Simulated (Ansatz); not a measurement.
**K2Au3: a Au atom hops into a vacancy**

Aim: the barrier for Au17 to jump 2.74 Å into the empty Au site beside it, in a 2×2×1 supercell of K2Au3 with one Au atom removed. The band relaxes its own ends first.

All numbers below are computed with Ansatz 0.2.0 (DFT LDA, plane waves, PAW, scalar-relativistic, no spin polarisation).

### Step 1. The system as given

The cell holds 19 atoms (Au11K8): a = 11.036 Å, b = 9.702 Å, c = 6.186 Å, α = 66.92°, β = 63.51°, γ = 90.00°.

The empty site lies at (7.27, 6.92, 0.00) Å, and Au17 starts at (7.26, 9.66, 0.02) Å. All atoms were shaken by about 0.02 Å to break the symmetry.

The coordinates stand in the first input below.

### Step 2. The band

crystal.atoms is the first end and neb.final_atoms the second, which differs in Au17 alone.

File input.yaml:

```yaml
crystal:
  lattice:
    - [0.0, 11.035748, 0.0]
    - [9.701604, 0.0, 0.0]
    - [2.425401, 2.758937, -4.977171]
  atoms:
    - { symbol: Au, position: [0.00075358, 0.0012114, -0.00304896] }
    - { symbol: Au, position: [0.1257479, 0.24760402, 0.00203733] }
    - { symbol: Au, position: [0.37042122, 0.25121367, -0.00331405] }
    - { symbol: K, position: [0.34689787, 0.09910797, 0.60894812] }
    - { symbol: K, position: [0.15096155, 0.39917184, 0.39482052] }
    - { symbol: Au, position: [-0.00327633, 0.50297521, 0.00314295] }
    - { symbol: Au, position: [0.12522714, 0.74811853, 4.573e-05] }
    - { symbol: Au, position: [0.37201577, 0.74850941, 0.00385544] }
    - { symbol: K, position: [0.3462873, 0.59808008, 0.60319088] }
    - { symbol: K, position: [0.1492841, 0.90374615, 0.39210111] }
    - { symbol: Au, position: [0.49689979, 0.00267462, 0.00323087] }
    - { symbol: Au, position: [0.6252245, 0.24800117, 0.00039698] }
    - { symbol: Au, position: [0.87346497, 0.25180137, -0.00116007] }
    - { symbol: K, position: [0.84732822, 0.09443462, 0.60608206] }
    - { symbol: K, position: [0.65158855, 0.40013516, 0.40160106] }
    - { symbol: Au, position: [0.5037196, 0.50123949, -0.00796475] }
    - { symbol: Au, position: [0.87601604, 0.7493256, -0.00305513] }
    - { symbol: K, position: [0.84472254, 0.59916599, 0.6053172] }
    - { symbol: K, position: [0.65078504, 0.90394492, 0.39479267] }
kpoints:
  mp_grid: { grid: [2, 2, 3] }
magnetization:
  spin_polarized: false
scf:
  occupations: { method: gaussian, width: 0.1 }
hamiltonian:
  pseudopotentials: { kind: paw }
  xc: lda
basis:
  ecutwfc: 420
neb:
  images: 3
  relax_end_points: true
  climbing: true
  f_tol: 0.05
  max_iterations: 40
  order_check: false
  final_atoms:
    - { symbol: Au, position: [0.00075358, 0.0012114, -0.00304896] }
    - { symbol: Au, position: [0.1257479, 0.24760402, 0.00203733] }
    - { symbol: Au, position: [0.37042122, 0.25121367, -0.00331405] }
    - { symbol: K, position: [0.34689787, 0.09910797, 0.60894812] }
    - { symbol: K, position: [0.15096155, 0.39917184, 0.39482052] }
    - { symbol: Au, position: [-0.00327633, 0.50297521, 0.00314295] }
    - { symbol: Au, position: [0.12522714, 0.74811853, 4.573e-05] }
    - { symbol: Au, position: [0.37201577, 0.74850941, 0.00385544] }
    - { symbol: K, position: [0.3462873, 0.59808008, 0.60319088] }
    - { symbol: K, position: [0.1492841, 0.90374615, 0.39210111] }
    - { symbol: Au, position: [0.49689979, 0.00267462, 0.00323087] }
    - { symbol: Au, position: [0.6252245, 0.24800117, 0.00039698] }
    - { symbol: Au, position: [0.87346497, 0.25180137, -0.00116007] }
    - { symbol: K, position: [0.84732822, 0.09443462, 0.60608206] }
    - { symbol: K, position: [0.65158855, 0.40013516, 0.40160106] }
    - { symbol: Au, position: [0.5037196, 0.50123949, -0.00796475] }
    - { symbol: Au, position: [0.62726575, 0.74921208, -2.235e-05] }
    - { symbol: K, position: [0.84472254, 0.59916599, 0.6053172] }
    - { symbol: K, position: [0.65078504, 0.90394492, 0.39479267] }
```

On the command line:

```
ansatz run input.yaml --threads 4 --pin off --max-ram 8192MiB --backend cpu --events-out ev --progress --plain --runs-dir out
```

What it wrote, shortened:

```text
Warning: neb: disabling space-group detection — the band's intermediate images generally break the endpoint symmetry, so no spatial operation reduces the k-mesh or symmetrises the density, except that a semilocal band can use its path's symmetry ahead of convergence; time reversal is [...]
Warning: RAYON_NUM_THREADS=4 ignored (pool sized by the plan → 4); use --threads N
[...]
Pseudopotentials: kind: paw
Pseudopotential: Au, paw, valence charge 19, recommended cutoff 420 eV (normal), Au.paw.azcp
Pseudopotential: K, paw, valence charge 9, recommended cutoff 420 eV (normal), K.paw.azcp
Functional definition: SPW92
[...]
parallel-image band execution: 3 concurrent image workers
NEB image 0
Crystal: 19 atoms, lattice volume = 532.878 Å³
Basis set: ecut = 420 eV, 10439 PW (Γ)
Bands: 169, of which v1, the nominal top of the filled ones, is band 141 counted from 1 (140 counted from 0)
Symmetry: 1 space group operations
k-points: 8 of 12 (time reversal used)
[...]
SCF iter   1: F=—  HF=-153488.608013 eV  |F-HF|=—  |Δ(HF+E_count)|=         —  Δρ=6.59e-3  dr2=2.88e-1  ethr=1.77e-3  ⟨swp⟩=5.8  Hψ=4974  notcnv=0  defer=36
[...]
NSCF: frozen V_eff on 8 k-points
NEB image 4
[...]
NSCF: frozen V_eff on 8 k-points
NEB end point (image 0): max|allowed force component| = 4.154e-1 eV/Å (the criterion of neb.relax_end_points is 1.000e-2)
NEB end point (image 4): max|allowed force component| = 5.550e-1 eV/Å (the criterion of neb.relax_end_points is 1.000e-2)
NEB image 0, for its relaxation
[...]
NEB image 0, for its relaxation
[...]
NEB image 0, for its relaxation
[...]
NEB image 0, for its relaxation
[...]
SCF iter   5: F=—  HF=-153488.741576 eV  |F-HF|=—  |Δ(HF+E_count)|=   7.13e-5  Δρ=6.41e-5  dr2=3.95e-5  ethr=9.68e-8  ⟨swp⟩=2.0  Hψ=2026  notcnv=0  defer=144
```

### Step 3. More of the same log

The log, continued, shortened:

```text
SCF iter   6: F=—  HF=-153488.741793 eV  |F-HF|=—  |Δ(HF+E_count)|=   2.17e-4  Δρ=3.33e-5  dr2=1.10e-5  ethr=1.40e-8  ⟨swp⟩=2.0  Hψ=1868  notcnv=0  defer=139
[...]
NEB image 0, for its relaxation
[...]
NEB image 0, for its relaxation
[...]
NEB image 0, for its relaxation
[...]
NEB image 0, for its relaxation
[...]
NEB image 0
[...]
NSCF: frozen V_eff on 8 k-points
NEB end point (image 0): relaxed in 60 SCF iterations, 0.205859 eV lower, largest move of an atom 0.322 Å; not tested for a saddle point
NEB image 4, for its relaxation
[...]
NEB image 4, for its relaxation
[...]
NEB image 4, for its relaxation
[...]
NEB image 4, for its relaxation
[...]
NEB image 4, for its relaxation
[...]
SCF iter   7: F=—  HF=-153488.742631 eV  |F-HF|=—  |Δ(HF+E_count)|=   1.10e-6  Δρ=8.59e-6  dr2=5.26e-7  ethr=1.74e-9  ⟨swp⟩=2.0  Hψ=1863  notcnv=0  defer=133
```

### Step 4. More of the same log

The log, continued, shortened:

```text
SCF iter   8: F=-153488.742631 eV  HF=-153488.742631 eV  |F-HF|=5.22e-8  |Δ(HF+E_count)|=   1.09e-7  Δρ=2.84e-6  dr2=6.59e-8  ethr=3.56e-11  ⟨swp⟩=4.8  Hψ=4157  notcnv=0
[...]
NEB image 4, for its relaxation
[...]
NEB image 4, for its relaxation
[...]
NEB image 4
[...]
NSCF: frozen V_eff on 8 k-points
NEB end point (image 4): relaxed in 54 SCF iterations, 0.215323 eV lower, largest move of an atom 0.368 Å; not tested for a saddle point
NEB image 1
[...]
NEB image 2
[...]
NEB image 3
[...]
SCF iter   8: F=-153488.037565 eV  HF=-153488.037565 eV  |F-HF|=2.16e-8  |Δ(HF+E_count)|=   3.51e-8  Δρ=2.88e-6  dr2=5.72e-8  ethr=3.56e-11  ⟨swp⟩=4.0  Hψ=4141  notcnv=0
[...]
NEB iter   1: max|band force component| = 7.113e-1 eV/Å  barrier→ = 1.1860 eV  barrier← = 1.1860 eV  Δτ_max = 0.1318 Å  (45 SCF iters)
[...]
    - { symbol: K, position: [0.3624036467080761, 0.6060322496975536, 0.5803240528500117] }
    - { symbol: K, position: [0.13567018128952602, 0.8939716691893267, 0.41968876254728626] }
    - { symbol: Au, position: [0.4875616296492198, -0.003371200909900769, 0.010323935534339482] }
    - { symbol: Au, position: [0.6244938819088155, 0.24921740133288037, -0.001371049690747083] }
    - { symbol: Au, position: [0.8733993973856002, 0.2508400561244517, 0.0015223286175335658] }
    - { symbol: K, position: [0.8470093673311191, 0.10401318316623107, 0.6180363905758043] }
    - { symbol: K, position: [0.6509649634788851, 0.39592160621360295, 0.3822344989387704] }
    - { symbol: Au, position: [0.4924627168308352, 0.5021149346581921, -0.005934628180097805] }
    - { symbol: Au, position: [0.7488284483237746, 0.7500216873414925, 0.0005697391727645211] }
    - { symbol: K, position: [0.8424936645815547, 0.5951793137764846, 0.585598542363227] }
    - { symbol: K, position: [0.6552210139583494, 0.9050888913665478, 0.41482620246335344] }
```

It took 12 min on 4 threads of Arm Neoverse V1, shared host; peak memory 3.3 GiB.

### Step 5. The band, image by image

The 3 inner images lie between the fixed ends 0 and 4. Energy is taken from image 0, and the path length is the program's own coordinate along the band.

| image | path (Å) | energy (eV) | Au17 x y z (Å) | band force (eV/Å) |
| --- | --- | --- | --- | --- |
| 0 | 0.000 | 0.0000 | 7.28 9.97 -0.07 | - |
| 1 | 0.970 | 0.4446 | 7.28 9.23 -0.01 | 0.016 |
| 2* | 1.940 | 0.9533 | 7.28 8.27 0.00 | 0.019 |
| 3 | 2.910 | 0.4451 | 7.28 7.30 0.01 | 0.017 |
| 4 | 3.879 | 0.0000 | 7.28 6.56 0.07 | - |

The star marks the climbing image.

image, energy (eV) and a bar:
```
        0      0.000 
        1      0.445 ##############
        2      0.953 ##############################
        3      0.445 ##############
        4      0.000
```

The top of the band by iteration:

```csv
iteration,highest image above image 0 (eV),largest band force (eV/Å)
1,1.1860,0.711
2,1.0086,0.213
3,0.9615,0.151
4,0.9547,0.108
5,0.9533,0.019
```

Positions of all images (Å):

```xyz
19
Lattice="0.000 11.036 0.000 9.702 0.000 0.000 2.425 2.759 -4.977" Properties=species:S:1:pos:R:3 pbc="T T T" image=0 dE=0.0000
Au    0.033   -0.003   -0.128
Au    2.430    1.289   -0.020
Au    2.436    3.994    0.020
K     2.446    5.453   -3.034
K     4.862    2.686   -1.952
Au    4.824    0.004    0.051
Au    7.266    1.640   -0.007
Au    7.276    4.330    0.056
K     7.248    5.465   -3.001
K     9.686    2.805   -1.954
Au    0.037    5.411    0.071
Au    2.431    6.802    0.019
Au    2.423    9.538   -0.013
K     2.316   10.999   -3.102
K     4.892    8.272   -1.882
Au    4.822    5.406    0.015
Au    7.280    9.970   -0.068
K     7.394   11.015   -3.134
K     9.643    8.156   -1.852
19
Lattice="0.000 11.036 0.000 9.702 0.000 0.000 2.425 2.759 -4.977" Properties=species:S:1:pos:R:3 pbc="T T T" image=1 dE=0.4446
Au   -0.029    0.007   -0.039
Au    2.432    1.369   -0.004
Au    2.425    4.070    0.019
K     2.410    5.482   -3.049
K     4.865    2.761   -1.933
Au    4.880    0.013    0.048
Au    7.272    1.342   -0.005
Au    7.274    4.133    0.008
K     7.288    5.568   -2.919
K     9.693    2.683   -2.039
Au    0.001    5.394   -0.044
Au    2.416    6.871    0.005
Au    2.432    9.633   -0.014
K     2.477   11.045   -3.083
K     4.803    8.242   -1.889
Au    4.847    5.401    0.033
Au    7.275    9.233   -0.009
K     7.222   10.954   -2.968
K     9.766    8.345   -2.034
19
Lattice="0.000 11.036 0.000 9.702 0.000 0.000 2.425 2.759 -4.977" Properties=species:S:1:pos:R:3 pbc="T T T" image=2 dE=0.9533
Au   -0.005    0.076   -0.033
Au    2.430    1.402   -0.010
Au    2.421    4.093    0.009
K     2.410    5.485   -3.044
K     4.868    2.768   -1.934
Au    4.859    0.086    0.052
Au    7.275    1.362   -0.007
Au    7.278    4.133    0.006
K     7.287    5.600   -2.888
K     9.691    2.655   -2.089
Au   -0.008    5.409   -0.051
Au    2.414    6.888    0.007
Au    2.437    9.643   -0.008
K     2.508   11.053   -3.076
K     4.768    8.238   -1.902
Au    4.857    5.418    0.030
Au    7.278    8.265   -0.003
K     7.195   10.913   -2.915
K     9.787    8.375   -2.065
19
Lattice="0.000 11.036 0.000 9.702 0.000 0.000 2.425 2.759 -4.977" Properties=species:S:1:pos:R:3 pbc="T T T" image=3 dE=0.4451
Au    0.004    0.093   -0.036
Au    2.427    1.425   -0.020
Au    2.420    4.126    0.003
K     2.413    5.492   -3.045
K     4.868    2.771   -1.929
Au    4.850    0.101    0.045
Au    7.279    1.362   -0.009
Au    7.281    4.152    0.004
K     7.285    5.572   -2.939
K     9.690    2.687   -2.058
Au   -0.028    5.482   -0.048
Au    2.420    6.897    0.013
Au    2.436    9.660   -0.006
K     2.473   11.049   -3.090
K     4.800    8.245   -1.895
Au    4.881    5.488    0.036
Au    7.279    7.299    0.005
K     7.215   10.943   -2.945
K     9.759    8.335   -2.011
19
Lattice="0.000 11.036 0.000 9.702 0.000 0.000 2.425 2.759 -4.977" Properties=species:S:1:pos:R:3 pbc="T T T" image=4 dE=0.0000
Au    0.029    0.088   -0.021
Au    2.415    1.501   -0.023
Au    2.423    4.206    0.019
K     2.416    5.565   -3.028
K     4.832    2.796   -1.945
Au    4.815    0.085   -0.067
Au    7.277    1.164   -0.058
Au    7.282    3.855    0.010
K     7.290    5.451   -3.024
K     9.728    2.793   -1.975
Au    0.030    5.492   -0.048
Au    2.430    6.993    0.014
Au    2.422    9.729   -0.023
K     2.383   11.021   -3.098
K     4.960    8.293   -1.877
Au    4.820    5.498    0.118
Au    7.276    6.561    0.066
K     7.338   11.131   -3.125
K     9.588    8.272   -1.845
```

### Step 6. Outcome

```
                    quantity                                                                   value
      relaxation of the ends  0.206 eV lower, moves up to 0.32 Å; 0.215 eV lower, moves up to 0.37 Å
            barrier forwards                                                                0.953 eV
           barrier backwards                                                                0.953 eV
second end relative to first                                                                0.000 eV
               highest image                                                   2 of 0 to 4, climbing
             band iterations                                                                       5
```

**Reading.** Along this path the system climbs 0.95 eV from the first end (37 kT at 300 K); with a typical attempt rate of 10^13 per second that is roughly 10^-3 events a second. Both ends agree in energy to 1 meV. The input switches the test of curvatures off, so the top was not shown to be a first-order saddle. In 19 atoms the vacancy feels its images, and neither cell size nor mesh was tested.
